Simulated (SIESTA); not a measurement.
The system is NaTiO3.

```xyz
5
Lattice="3.9023 0.0000 0.0000 0.0000 3.9023 0.0000 0.0000 0.0000 3.9023" Properties=species:S:1:pos:R:3 pbc="T T T"
Ti    1.9512    1.9512    1.9512
Na    0.0000    0.0000    0.0000
O     0.0000    1.9512    1.9512
O     1.9512    0.0000    1.9512
O     1.9512    1.9512    0.0000
```

The cell comes from a database or a generator and needn't be the stable form of this composition.

* Program: SIESTA 5.4.2
* Task: single point
* Functional: PBEsol
* Potentials or basis: PseudoDojo 0.4 standard (PBEsol files)
* Basis: DZP (energy shift 0.003 Ry; two zetas on semicore shells)
* Grid cutoff: 800 Ry
* Energy shift: 0.003 Ry
* k mesh: 7 × 7 × 7
* Occupations: fermi-dirac, width 0.05 eV
* Spin: no spin polarisation

On this cell: pressure -4.8 GPa; largest force zero by symmetry; band gap on the k mesh none (metal or under the smearing width).

The same run follows on a disturbed copy (atoms moved at random, drawn with an rms of 0.05 Å):

```
Ti Na O
1.0
     3.90233    0.00000    0.00000
     0.00000    3.90233    0.00000
     0.00000    0.00000    3.90233
Ti Na O
1 1 3
Direct
  0.49729 0.50320 0.51101
  0.99854 0.00188 0.00042
  0.00284 0.50074 0.49937
  0.48712 0.00388 0.49786
  0.50121 0.50982 0.00787
```

Question: What changes?

Answer: The energy (extrapolated to zero smearing) moves by +2.7 meV/atom; pressure -4.8 GPa; largest force 0.329 eV/Å; band gap on the k mesh none (metal or under the smearing width).

Forces on the atoms (eV/Å):
```
Ti   0.022 -0.003 -0.040
Na   0.013  0.000  0.063
O   -0.300  0.027  0.131
O    0.204  0.044  0.147
O    0.065 -0.063 -0.307
```

Stress tensor (GPa, compression positive):
```
-4.76 -0.03 -0.01
-0.03 -4.87 -0.01
-0.01 -0.01 -4.85
```

Caveats: the basis of atomic orbitals isn't converged, which shifts pressures, moduli and gaps; an odd number of electrons without spin polarisation forces a metal; a magnetic or distorted state may lie lower; semilocal functionals often make such compounds metallic where correlation or magnetic order opens a gap, which also shifts bond lengths.
